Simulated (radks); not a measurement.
**The first electron to leave Tm¹²⁺**

Aim: remove one electron from each of the outer sub-shells of Tm¹²⁺ ([Kr] 4d10 4f9 5s2) in turn, let the ion relax, and find the cheapest removal. The parent's configuration is the lowest that an earlier search found at this level.

The numbers are computed with radks (a radial shooting solver on a logarithmic mesh, Libxc functionals) version 1 (non-relativistic Kohn-Sham, PBE, spin-polarised, spherical densities, point nucleus; open shells are filled with parallel spins first), except any that are marked as measured or tabulated.

5 further runs of the same task are left out: 1 that didn't finish, 4 set aside as unsound or not needed.

## (1) Starting point

```
element       : thulium (Z = 69)
charge        : +12
electrons     : 57
configuration : [Kr] 4d10 4f9 5s2
```

Outer shells as boxes (Hund's rule):

Tm¹²⁺
```
[Kr] core
4d [↑↓][↑↓][↑↓][↑↓][↑↓]
4f [↑↓][↑↓][↑ ][↑ ][↑ ][↑ ][↑ ]
5s [↑↓]
```

## (2) The parent, Tm¹²⁺

The parent was computed earlier with the same settings: E = -12899.162251 hartree. Its outer levels (eV):

```tsv
level	occupation	energy (eV)
4p up	3	-543.91
4p down	3	-538.42
4d up	5	-410.48
4d down	5	-405.02
5s up	1	-239.74
4f up	7	-239.50
5s down	1	-237.22
4f down	2	-234.04
```

## (3) Remove 4f: [Kr] 4d10 4f8 5s2

Settings of this run:

```text
Z 69
configuration [Kr] 4d10 4f8 5s2
relativity non-relativistic
functional pbe,pbe
spin polarised
nucleus point
```

## (4) Remove 5s: [Kr] 4d10 4f9 5s1

Settings of this run:

```text
Z 69
configuration [Kr] 4d10 4f9 5s1
relativity non-relativistic
functional pbe,pbe
spin polarised
nucleus point
```

## (5) Remove 4d: [Kr] 4d9 4f9 5s2

Settings of this run:

```text
Z 69
configuration [Kr] 4d9 4f9 5s2
relativity non-relativistic
functional pbe,pbe
spin polarised
nucleus point
```

## (6) Remove 4p: [Ar] 3d10 4s2 4p5 4d10 4f9 5s2

Settings of this run:

```text
Z 69
configuration [Ar] 3d10 4s2 4p5 4d10 4f9 5s2
relativity non-relativistic
functional pbe,pbe
spin polarised
nucleus point
```

What does the calculation give? Wanted: for each run, case; final configuration; Δ-SCF; −ε of the level emptied.

As calculated:

```tsv
case	final configuration	Δ-SCF (eV)	−ε of the level emptied (eV)
remove 5s	[Kr] 4d10 4f9 5s1	246.58	237.22
remove 4f	[Kr] 4d10 4f8 5s2	249.90	234.04
remove 4d	[Kr] 4d9 4f9 5s2	421.73	405.02
remove 4p	[Ar] 3d10 4s2 4p5 4d10 4f9 5s2	555.47	538.42
```

What this shows: The 5s electron leaves first, at 246.58 eV; the next cheapest, 4f, costs 249.90 eV. The highest eigenvalue of the parent belongs to 4f down, so the eigenvalues alone would have pointed elsewhere. NIST lists 274 eV (theoretical), between the same two configurations. Relativity is left out here, which matters for elements this heavy. Open shells are spherical and high-spin; term and fine-structure splittings are not resolved.
